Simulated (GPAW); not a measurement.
The system is CaO.

```
Ca O
1.0
     0.00000    2.40750    2.40750
     2.40750    0.00000    2.40750
     2.40750    2.40750    0.00000
Ca O
1 1
Direct
  0.00000 0.00000 0.00000
  0.50000 0.50000 0.50000
```

The cell was built by a generator and isn't the measured one.

Base run:

| Quantity | Value |
| --- | --- |
| Program | GPAW 26.7.0 |
| Functional | PBE |
| Potentials or basis | GPAW PAW data sets (gpaw-data 1.2.1) |
| Cutoff | 600 eV |
| Basis | pw |
| k mesh | 8 × 8 × 8 |
| Occupations | fermi-dirac, width 0.05 eV |
| Spin | no spin polarisation |

Its results: band gap on the k mesh 3.69 eV, indirect (least direct gap 4.07 eV); pressure -1.7 GPa.

Q: The run is repeated on the same cell with these changes: functional from PBE to r2SCAN; band points from 100 to 80. What comes out?

A: Band gap on the k mesh 4.24 eV, indirect (least direct gap 4.62 eV); pressure -3.7 GPa.

Caveats: the cutoff is short for stress and forces, so pressures can be off by a GPa or more; the PAW data sets were made with another functional, which shifts forces and pressure a little (some runs).

Not every run made on this cell is shown here.
